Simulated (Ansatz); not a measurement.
# C₂H₂BBrS: up Jacob's ladder to CCSD(T)

One table from this session's results is given with a row withheld; the runs are named, their logs left out.

Method: functionals in def2-TZVPP, the program's frozen cores in correlated methods; program: Ansatz 0.2.0, Gaussian basis.

Plan: LDA (SPW92), PBE-D4, revPBE-D4, BLYP-D4, r2SCAN-D4, B97M-V, PBE0-D4, B3LYP-D4, r2SCANh-D4, r2SCAN0-D4, HSE06-D4, BHLYP-D4, CAM-B3LYP-D4, LC-ωPBE, ωB97X-V, ωB97M-V, B2PLYP, PBE-QIDH; CCSD(T)/def2-SVP; CCSD(T)/def2-TZVPP; MP2/def2-QZVPP; extrapolation to the limit; RPA on PBE.

## The geometry

The geometry comes from an earlier relaxation with PBE0-D4 in a triple-zeta def2 set; it is a stationary point, not always the lowest conformer.

SMILES `S=C=CBBr`, 7 atoms, charge 0, spin multiplicity 1.

Atoms are counted from 1 here; the program's logs count them from 0.

Bond lengths: S1–C2 1.539 Å, C2–C3 1.318 Å, C3–B4 1.513 Å, C3–H6 1.087 Å, B4–Br5 1.913 Å, B4–H7 1.189 Å. Angles: S1–C2–C3 178.4°, C2–C3–B4 118.5°, C2–C3–H6 118.4°, B4–C3–H6 123.0°, C3–B4–Br5 119.7°, C3–B4–H7 122.8°, Br5–B4–H7 117.5°.

Coordinates:

```mol
C2H2BBrS
  3D, bonds by distance, orders not assigned

  7  6  0  0  0  0  0  0  0  0999 V2000
   -0.0923    0.1224    2.8769 S   0  0
   -0.2714    0.2959    1.3584 C   0  0
   -0.3998    0.4182    0.0528 C   0  0
    0.4395   -0.4679   -0.8422 B   0  0
    0.2807   -0.3194   -2.7429 Br  0  0
   -1.1043    1.1516   -0.3317 H   0  0
    1.2088   -1.2687   -0.4170 H   0  0
  1  2  8  0
  2  3  8  0
  3  4  8  0
  4  5  8  0
  3  6  8  0
  4  7  8  0
M  END
```

The first run:

File in.yaml:

```yaml
crystal:
  periodic: [false, false, false]
  atoms:
    - {symbol: S, position_ang: [-0.092338, 0.122415, 2.876935]}
    - {symbol: C, position_ang: [-0.271404, 0.295858, 1.358351]}
    - {symbol: C, position_ang: [-0.399777, 0.418202, 0.052784]}
    - {symbol: B, position_ang: [0.439488, -0.467898, -0.842184]}
    - {symbol: Br, position_ang: [0.280750, -0.319420, -2.742861]}
    - {symbol: H, position_ang: [-1.104338, 1.151620, -0.331677]}
    - {symbol: H, position_ang: [1.208820, -1.268676, -0.417046]}
basis:
  gaussian: {orbitals: def2-TZVPP}
hamiltonian: {xc: lda}
output: {orbitals: {seedname: orbitals}}
```

Among the steps run: LDA; PBE-D4 (GGA); revPBE-D4 (GGA); BLYP-D4 (GGA); r2SCAN-D4 (meta-GGA); B97M-V (meta-GGA); PBE0-D4 (hybrid); B3LYP-D4 (hybrid); r2SCANh-D4 (hybrid); r2SCAN0-D4 (hybrid); HSE06-D4 (hybrid); BHLYP-D4 (hybrid); CAM-B3LYP-D4 (range-separated); LC-ωPBE (range-separated); ωB97X-V (range-separated); ωB97M-V (range-separated); B2PLYP (double hybrid); PBE-QIDH (double hybrid).

One of the session's tables, all rows but one given; the rest of the session is left out.

It belongs to the step «Orbital energies across the functionals». 

| functional | HOMO (eV) | LUMO (eV) | gap (eV) |
| --- | --- | --- | --- |
| LDA (SPW92) | -6.51 | -3.66 | 2.85 |
| PBE-D4 | -6.33 | -3.46 | 2.87 |
| revPBE-D4 | -6.27 | -3.38 | 2.89 |
| BLYP-D4 | -6.13 | -3.29 | 2.84 |
| r2SCAN-D4 | -6.55 | -3.33 | 3.22 |
| B97M-V | -6.55 | -3.22 | 3.33 |
| PBE0-D4 | -7.34 | -2.56 | 4.78 |
| B3LYP-D4 | -7.10 | -2.74 | 4.36 |
| r2SCANh-D4 | ? | ? | ? |
| r2SCAN0-D4 | -7.48 | -2.49 | 5.00 |
| HSE06-D4 | -6.95 | -2.94 | 4.01 |
| BHLYP-D4 | -8.18 | -1.47 | 6.70 |
| CAM-B3LYP-D4 | -8.48 | -1.40 | 7.08 |
| LC-ωPBE | -9.75 | -0.31 | 9.44 |
| ωB97X-V | -9.41 | -0.35 | 9.06 |
| ωB97M-V | -9.27 | -0.38 | 8.89 |

**Question.** Estimate the row for r2SCANh-D4.

Worked estimate for «HOMO (eV)». Against the share of exact exchange, r2SCAN-D4 (0, -6.55), r2SCAN0-D4 (0.25, -7.48) give a slope of -3.72 per unit share; at 0.1 the line stands at -6.92.

**Answer.** HOMO (eV): -6.92; LUMO (eV): -2.99; gap (eV): 3.93. In «HOMO (eV)» the line misses by 0.00.
